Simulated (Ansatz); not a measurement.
# CH4AlNS: up Jacob's ladder to CCSD(T)

The task here is to estimate one member of a computed series from the others.

The runs use Ansatz 0.2.0, Gaussian basis; functionals in def2-TZVPP, the program's frozen cores in correlated methods.

Levels to be run: LDA (SPW92), PBE-D4, revPBE-D4, BLYP-D4, r2SCAN-D4, B97M-V, PBE0-D4, B3LYP-D4, r2SCANh-D4, r2SCAN0-D4, HSE06-D4, BHLYP-D4, CAM-B3LYP-D4, LC-ωPBE, ωB97X-V, ωB97M-V, B2PLYP, PBE-QIDH; CCSD(T)/def2-SVP; CCSD(T)/def2-TZVPP; MP2/def2-QZVPP; extrapolation to the limit; RPA on PBE.

## The relaxed structure

All runs share one geometry, relaxed beforehand with PBE0-D4 in a triple-zeta def2 set.

8 atoms, charge 0, spin multiplicity 1.

Atoms are counted from 1 here; the program's logs count them from 0.

Bond lengths: N1–C2 1.310 Å, N1–H5 1.006 Å, N1–H6 1.012 Å, C2–Al3 1.971 Å, C2–S4 1.685 Å, Al3–S4 2.348 Å, Al3–H7 1.585 Å, Al3–H8 1.585 Å. Angles: C2–N1–H5 120.4°, C2–N1–H6 122.0°, H5–N1–H6 117.6°, N1–C2–Al3 155.6°, N1–C2–S4 125.0°, Al3–C2–S4 79.5°, C2–Al3–S4 44.9°, C2–Al3–H7 116.6°, C2–Al3–H8 116.8°, S4–Al3–H7 115.1°, S4–Al3–H8 115.1°, H7–Al3–H8 123.5°, C2–S4–Al3 55.6°.

Set-up of the first run:

The input, in.yaml:

```yaml
crystal:
  periodic: [false, false, false]
  atoms:
    - {symbol: N, position_ang: [-0.412123, 1.551320, -0.290959]}
    - {symbol: C, position_ang: [-0.275004, 0.279356, -0.011223]}
    - {symbol: Al, position_ang: [0.703781, -1.420486, 0.177623]}
    - {symbol: S, position_ang: [-1.512021, -0.729355, 0.528970]}
    - {symbol: H, position_ang: [0.375957, 2.090319, -0.609221]}
    - {symbol: H, position_ang: [-1.299894, 2.028892, -0.197866]}
    - {symbol: H, position_ang: [1.567734, -1.600397, 1.494076]}
    - {symbol: H, position_ang: [0.943869, -2.256650, -1.147100]}
basis:
  gaussian: {orbitals: def2-TZVPP}
hamiltonian: {xc: lda}
output: {orbitals: {seedname: orbitals}}
```

The run is started by

```sh
$ ansatz run in.yaml --threads 2 --pin off --events-out ev --progress --plain --max-ram 4352MiB
```

Steps of the session up to this table: LDA; PBE-D4 (GGA); revPBE-D4 (GGA); BLYP-D4 (GGA); r2SCAN-D4 (meta-GGA); B97M-V (meta-GGA); B3LYP-D4 (hybrid); r2SCANh-D4 (hybrid); r2SCAN0-D4 (hybrid); HSE06-D4 (hybrid); BHLYP-D4 (hybrid); CAM-B3LYP-D4 (range-separated); LC-ωPBE (range-separated); ωB97X-V (range-separated); ωB97M-V (range-separated); B2PLYP (double hybrid); PBE-QIDH (double hybrid).

One table of the session follows, with a row left open; its other results are not shown here.

It belongs to the step «Frontier levels by functional». 

| functional | HOMO (eV) | gap (eV) |
| --- | --- | --- |
| LDA (SPW92) | -6.12 | 3.56 |
| PBE-D4 | ? | ? |
| revPBE-D4 | -5.94 | 3.67 |
| BLYP-D4 | -5.84 | 3.67 |
| r2SCAN-D4 | -6.23 | 4.03 |
| B97M-V | -6.34 | 4.21 |
| PBE0-D4 | -7.15 | 5.76 |
| B3LYP-D4 | -6.93 | 5.36 |
| r2SCANh-D4 | -6.66 | 4.82 |
| r2SCAN0-D4 | -7.32 | 6.00 |
| HSE06-D4 | -6.76 | 4.98 |
| BHLYP-D4 | -8.21 | 7.96 |
| CAM-B3LYP-D4 | -8.45 | 8.24 |
| LC-ωPBE | -9.78 | 10.64 |
| ωB97X-V | -9.45 | 10.29 |
| ωB97M-V | -9.29 | 10.07 |

**Question.** Estimate the row for PBE-D4.

As computed: HOMO (eV): -5.99; gap (eV): 3.64. In the column «HOMO (eV)» it lies between LDA (SPW92) (-6.12) and revPBE-D4 (-5.94).
